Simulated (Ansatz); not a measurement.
# Sn3H: the cost of one run

Program: Ansatz 0.2.0. Level of theory: DFT PBE, scalar-relativistic, plane waves, PAW. These are calculated values, not measurements.

## (1) The starting structure

It takes space group Fm-3m (No. 225, cubic). The conventional cell has a = 7.646 Å, b = 7.646 Å, c = 7.646 Å, α = 90.00°, β = 90.00°, γ = 90.00°. Around Sn (site symmetry -43m) lie 4 H at 3.31 Å and 4 Sn at 3.31 Å. Sn (site symmetry m-3m) has 8 Sn at 3.31 Å as nearest neighbours. H (site symmetry m-3m) is surrounded by 8 Sn at 3.31 Å.

Structure file:

```xyz
4
Lattice="0.0000 3.8231 3.8231 3.8231 0.0000 3.8231 3.8231 3.8231 0.0000" Properties=species:S:1:pos:R:3 pbc="T T T"
Sn    5.7347    5.7347    5.7347
Sn    1.9116    1.9116    1.9116
Sn    0.0000    0.0000    0.0000
H     3.8231    3.8231    3.8231
```

A structure generator made this guess: random cell by space group and Wyckoff sites (Fm-3m, No. 225). Lengths come from tabulated atomic sizes and are only a guess.

## (2) Probe: one point on a coarse mesh

input.yaml

```yaml
crystal:
  lattice:
    - [0.0, 3.823107, 3.823107]
    - [3.823107, 0.0, 3.823107]
    - [3.823107, 3.823107, 0.0]
  atoms:
    - { symbol: Sn, position: [0.75, 0.75, 0.75] }
    - { symbol: Sn, position: [0.25, 0.25, 0.25] }
    - { symbol: Sn, position: [0.0, 0.0, 0.0] }
    - { symbol: H, position: [0.5, 0.5, 0.5] }
basis:
  ecutwfc: 420
kpoints:
  mp_grid: { grid: [4, 4, 4] }
hamiltonian:
  xc: pbe
scf:
  occupations: { method: gaussian, width: 0.1 }
  lower_state_search: "off"
output:
  forces: true
  stress: true
  eigenvalues: true
```

Started as:

```
$ ansatz run input.yaml --threads 1 --pin off --max-ram 2560MiB --backend cpu --events-out ev --progress --plain --runs-dir out
```

What time and memory should one allow on 1 thread of Arm Neoverse V2, shared host?

About 1.4 s, with a peak of 0.34 GiB.
